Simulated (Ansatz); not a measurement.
# TiSn2O6: the cost of one run

Computed with Ansatz 0.2.0 (DFT r2SCAN, scalar-relativistic, plane waves, PAW).

1 further run of the same task is left out (set aside as unsound or not needed).

## 1. The starting structure

Symmetry: C2/m, No. 12, monoclinic system. Conventional cell: a = 14.939 Å, b = 3.136 Å, c = 4.827 Å, α = 90.00°, β = 92.75°, γ = 90.00°. Ti (site symmetry 2/m) has 6 O at 1.98 to 2.00 Å as nearest neighbours. Sn (site symmetry m) has 6 O at 2.08 to 2.16 Å as nearest neighbours. O (site symmetry m) is surrounded by 2 Ti at 2.00 Å and 1 Sn at 2.10 Å. Around O (site symmetry m) lie 3 Sn at 2.08 to 2.16 Å. O (site symmetry m) is surrounded by 1 Ti at 1.98 Å and 2 Sn at 2.09 Å.

Coordinates:

```xyz
9
Lattice="7.4693 -1.5679 0.0011 7.4693 1.5679 0.0011 -0.2320 0.0000 4.8219" Properties=species:S:1:pos:R:3 pbc="T T T"
Ti   -0.1160    0.0000    2.4109
Sn    4.9196    0.0000    4.7025
Sn    9.7871    0.0000    0.1216
O     6.4337    0.0000    3.2523
O    11.3797    0.0000    3.7873
O     1.1979    0.0000    3.8877
O    13.5087    0.0000    0.9364
O     3.3270    0.0000    1.0369
O     8.2729    0.0000    1.5718
```

The cell was relaxed beforehand at this level, from a generated guess; it needn't be the stable form of this composition. At a tolerance of 0.02 Å it has space group C2/m (No. 12); it has 12.55 Å³/atom, an uncorrected energy of -2.02 eV/atom over the elements and, on its mesh, gap 1.89 eV.

## 2. The same geometry with r2SCAN

The input, input.yaml:

```yaml
crystal:
  lattice:
    - [7.4693070504, -1.5679153661, 0.0011141573]
    - [7.4693070504, 1.5679153661, 0.0011141573]
    - [-0.2319635677, 0.0, 4.821889937]
  atoms:
    - { symbol: Ti, position: [0.0, 0.0, 0.5] }
    - { symbol: Sn, position: [0.3444594875, 0.3444594875, 0.9750900431] }
    - { symbol: Sn, position: [0.6555405125, 0.6555405125, 0.0249099569] }
    - { symbol: O, position: [0.4411465348, 0.4411465348, 0.6742893497] }
    - { symbol: O, position: [0.7739522317, 0.7739522317, 0.7850732309] }
    - { symbol: O, position: [0.0927090185, 0.0927090185, 0.8062268825] }
    - { symbol: O, position: [0.9072909815, 0.9072909815, 0.1937731175] }
    - { symbol: O, position: [0.2260477683, 0.2260477683, 0.2149267691] }
    - { symbol: O, position: [0.5588534652, 0.5588534652, 0.3257106503] }
basis:
  ecutwfc: 500
kpoints:
  mp_grid: { grid: [10, 10, 6] }
  band_path:
    path:
      - [[0.0, 0.0, 0.0], [-0.26104135, 0.26104135, 0.0]]
      - [[-0.73895865, -0.26104135, 0.0], [-0.5, -0.5, 0.0], [0.0, 0.0, 0.0], [-0.5, -0.5, 0.5], [-0.74059533, -0.25940467, 0.5]]
      - [[-0.25940467, 0.25940467, 0.5], [0.0, 0.0, 0.5], [0.0, 0.0, 0.0]]
      - [[-0.5, 0.0, 0.5], [0.0, 0.0, 0.0], [-0.5, 0.0, 0.0]]
    npoints: 14
hamiltonian:
  xc: r2scan
scf:
  occupations: { method: gaussian, width: 0.02 }
  n_extra_bands: 22
output:
  forces: true
  stress: true
  eigenvalues: true
  populations: true
  dos: { projected: true, de: 0.02, nscf_kmesh: { grid: [15, 15, 9] } }
  bader: true
  write_density: true
  write_potential: true
  elf: true
  volumetric_format: npy
```

Run with:

```console
$ ansatz run input.yaml --threads 4 --pin off --max-ram 8192MiB --backend cpu --events-out ev --progress --plain --runs-dir out
```

Q: Estimate wall time and peak memory on 4 threads of Intel Xeon Platinum 8375C at 2.90GHz (Ice Lake), shared host.

About 2.3 min, with a peak of 2.7 GiB.
